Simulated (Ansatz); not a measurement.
# InP: the cost of one run

Computed with Ansatz 0.2.0 (DFT r2SCAN, scalar-relativistic, plane waves, PAW, unless a step's input says otherwise).

The COD entry's cell or inner coordinates are ideal or old and differ from later refinements, so a difference from it is no clean test against experiment.

## 1. The starting structure

Symmetry: F-43m, No. 216, cubic system. Conventional cell: a = 5.861 Å, b = 5.861 Å, c = 5.861 Å, α = 90.00°, β = 90.00°, γ = 90.00°. Around In (site symmetry -43m) lie 4 P at 2.54 Å. P (site symmetry -43m) is surrounded by 4 In at 2.54 Å.

Coordinates:

```
CELL_PARAMETERS angstrom
2.93050 -2.93050 0.00000
2.93050 0.00000 -2.93050
5.86100 5.86100 5.86100
ATOMIC_POSITIONS crystal
In 0.66667 0.66667 0.33333
In 0.00000 0.00000 0.00000
In 0.33333 0.33333 0.66667
P 0.66667 0.66667 0.08333
P 0.00000 0.00000 0.75000
P 0.33333 0.33333 0.41667
```

No relaxation comes first: the listed cell is the starting point.

## 2. The undisturbed cell

Contents of input.yaml:

```yaml
crystal:
  lattice:
    - [2.9305, -2.9305, 0.0]
    - [2.9305, 0.0, -2.9305]
    - [5.861, 5.861, 5.861]
  atoms:
    - { symbol: In, position: [0.6666666667, 0.6666666667, 0.3333333333] }
    - { symbol: In, position: [0.0, 0.0, 0.0] }
    - { symbol: In, position: [0.3333333333, 0.3333333333, 0.6666666667] }
    - { symbol: P, position: [0.6666666667, 0.6666666667, 0.0833333333] }
    - { symbol: P, position: [1.0, 1.0, 0.75] }
    - { symbol: P, position: [0.3333333333, 0.3333333333, 0.4166666667] }
basis:
  ecutwfc: 500
kpoints:
  mp_grid: { grid: [8, 8, 3] }
hamiltonian:
  xc: r2scan
scf:
  occupations: { method: gaussian, width: 0.05 }
output:
  forces: true
  stress: true
  eigenvalues: true
```

On the command line:

```bash
$ ansatz run input.yaml --threads 2 --pin off --max-ram 5120MiB --backend cpu --events-out ev --progress --plain --runs-dir out
```

Q: Estimate wall time and peak memory on 2 threads of Intel Xeon Platinum 8488C (Sapphire Rapids), shared host.

About 10 s, with a peak of 0.74 GiB.
